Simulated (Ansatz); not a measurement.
**Sb: response to strain**

Aim: deform Sb (zz strain of -1 %) and compute stress, forces and field gradients with LAPW, PAW and all-electron datasets made for the crystal.

Method: DFT LDA, scalar-relativistic, in Ansatz 0.2.0.

### 1 Starting point

Symmetry: R-3m, No. 166, trigonal system. Conventional cell: a = 4.301 Å, b = 4.301 Å, c = 11.232 Å, α = 90.00°, β = 90.00°, γ = 120.00°. Sb (site symmetry 3m) has 3 Sb at 2.90 Å as nearest neighbours.

As a file:

```
CELL_PARAMETERS angstrom
2.15060 1.24165 3.74400
-2.15060 1.24165 3.74400
0.00000 -2.48330 3.74400
ATOMIC_POSITIONS crystal
Sb 0.23364 0.23364 0.23364
Sb 0.76636 0.76636 0.76636
```

Atoms are numbered in the order of the input: Sb1, Sb2.

### 2 The deformed structure

Space group R-3m before, R-3m after.

### 3 LAPW, all electrons

input.yaml reads:

```yaml
crystal:
  lattice:
    - [2.150600332, 1.2416496806, 3.70656]
    - [-2.150600332, 1.2416496806, 3.70656]
    - [0.0, -2.4832993611, 3.70656]
  atoms:
    - { symbol: Sb, position: [0.23364, 0.23364, 0.23364] }
    - { symbol: Sb, position: [0.76636, 0.76636, 0.76636] }
kpoints:
  mp_grid: { grid: [12, 12, 12] }
  band_path:
    path:
      - [0.0, 0.0, 0.0]
      - [0.5, 0.5, 0.5]
      - [0.7585224412, 0.2414775588, 0.5]
      - [0.5, -0.2414775588, 0.2414775588]
      - [0.5, 0.0, 0.0]
      - [0.0, 0.0, 0.0]
      - [0.3707387794, -0.3707387794, 0.0]
      - [0.6292612206, 0.0, 0.3707387794]
      - [0.5, 0.0, 0.5]
    npoints: 5
scf:
  occupations: { method: fermi_dirac, width: 0.03 }
hamiltonian:
  xc: lda
  pseudopotentials: { kind: all_electron, lapw: { basis_error: 0.0005 } }
output:
  forces: true
  stress: true
  eigenvalues: true
```

Run with:

```sh
$ ansatz run input.yaml --threads 1 --pin off --max-ram 3072MiB --backend cpu --events-out ev --progress --plain --runs-dir out
```

### 4 Frozen-core PAW

input.yaml reads:

```yaml
crystal:
  lattice:
    - [2.150600332, 1.2416496806, 3.70656]
    - [-2.150600332, 1.2416496806, 3.70656]
    - [0.0, -2.4832993611, 3.70656]
  atoms:
    - { symbol: Sb, position: [0.23364, 0.23364, 0.23364] }
    - { symbol: Sb, position: [0.76636, 0.76636, 0.76636] }
kpoints:
  mp_grid: { grid: [12, 12, 12] }
scf:
  occupations: { method: fermi_dirac, width: 0.03 }
hamiltonian:
  xc: lda
  pseudopotentials: { kind: paw }
output:
  forces: true
  stress: true
  eigenvalues: true
  efg: { contact_densities: true }
```

### 5 Datasets made for this crystal

Edit input.yaml of step 4 so:

```diff
@@ -14,3 +14,3 @@
   xc: lda
-  pseudopotentials: { kind: paw }
+  pseudopotentials: { kind: all_electron, datasets: crystal }
 output:
```

(Steps that only read results are left out.)

**Question.** What will these runs give? Wanted: pressure; largest shear or deviatoric stress.

The runs gave:

| quantity | value |
| --- | --- |
| pressure | LAPW -0.31, PAW -0.34, crystal datasets -0.31 GPa |
| largest shear or deviatoric stress (LAPW) | 0.05 GPa |

What this shows: The largest part of the stress beyond the pressure is 0.05 GPa in size, in the zz component; the atoms are carried along and not relaxed. No run of the undeformed cell stands beside it, so the pressure holds what the given cell had before the change. PAW: stress within 0.03 GPa of LAPW, forces within 2 meV/Å. Crystal datasets: stress within 0.01 GPa of LAPW, forces within 1 meV/Å. Spin-orbit coupling is left out, though the cell holds Sb; in elements this heavy it can shift bands and gaps by tenths of an eV.
